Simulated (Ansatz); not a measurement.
# SiF: relaxation of cell and atoms with r2SCAN

SiF:

```
Si F
1.0
     1.33860    0.77284    3.89831
    -1.33860    0.77284    3.89831
     0.00000   -1.54568    3.89831
Si F
1 1
Cartesian
  0.0000 0.0000 5.8475
  0.0000 0.0000 0.0000
```

The cell was built by a generator and needn't be a form met in nature.

```yaml
Program: Ansatz 0.2.0
Task: relaxation of cell and atoms
Functional: r2SCAN
Potentials_or_basis: Ansatz PAW
Cutoff: "500 eV (not typed: the program's choice for these potentials)"
k_mesh: 12 × 12 × 12
Occupations: fermi-dirac, width 0.05 eV
Spin: no spin polarisation
Target_pressure: 2 GPa
Target_pressure_GPa: 2
```

```
Relaxed volume                                         : 11.44 Å³/atom
Relaxed cell                                           : a = 4.171 Å, b = 4.171 Å, c = 4.171 Å, α = 36.40°, β = 36.40°, γ = 36.40°
Space group after relaxing (to 0.05 Å)                 : R-3m (No. 166)
Energy change on relaxing (the enthalpy is what falls) : -4.2 meV/atom
Ionic steps                                            : 8
Pressure after relaxing                                : 2.0 GPa
Band gap on the k mesh                                 : none (metal or under the smearing width)
```

The path:
```
step  energy change (eV)  largest force (eV/Å)  volume (Å³)
   1              0.0000                0.0000        24.20
   2             -0.0117                0.0000        23.35
   3             -0.0026                0.0000        22.54
   4             -0.0090                0.0000        22.85
   5             -0.0092                0.0000        22.86
   6             -0.0082                0.0000        22.86
   7             -0.0083                0.0000        22.87
   8             -0.0083                0.0000        22.87
```

Final structure:
```xyz
2
Lattice="1.3027 0.7521 3.8906 -1.3027 0.7521 3.8906 0.0000 -1.5042 3.8906" Properties=species:S:1:pos:R:3 pbc="T T T"
Si    0.0000    0.0000    5.8359
F     0.0000    0.0000    0.0000
```

Levels at points of the mesh, in eV from the Fermi level:
| k point | band 1 | band 2 | band 3 | band 4 | band 5 | band 6 | band 7 | band 8 | band 9 | band 10 |
| --- | --- | --- | --- | --- | --- | --- | --- | --- | --- | --- |
| (0.00, 0.00, 0.00) | -25.89 | -11.98 | -8.16 | -3.86 | -3.86 | 3.44 | 8.45 | 12.78 | 12.78 | 13.77 |
| (0.00, 0.00, -0.50) | -24.97 | -8.66 | -6.48 | -5.34 | -4.51 | -2.25 | 3.32 | 6.94 | 9.01 | 10.59 |
| (0.00, -0.50, -0.50) | -24.96 | -8.39 | -7.34 | -5.14 | -4.57 | -2.14 | 5.87 | 6.96 | 7.51 | 8.87 |
| (-0.50, -0.50, -0.50) | -25.79 | -13.70 | -3.87 | -3.87 | -3.87 | -0.81 | 12.38 | 12.38 | 12.96 | 14.18 |

It took 36 s on 2 threads of Arm Neoverse V1 (shared host), peak memory 0.41 GiB.

Caveat: the plane-wave basis is chosen anew once the cell has moved, so the energies of steps on either side of that aren't comparable; an odd number of electrons without spin polarisation forces a metal; a magnetic or distorted state may lie lower; the PAW data sets come from PBE, with cores solved anew for the run's functional, which leaves a small shift of forces and pressure.
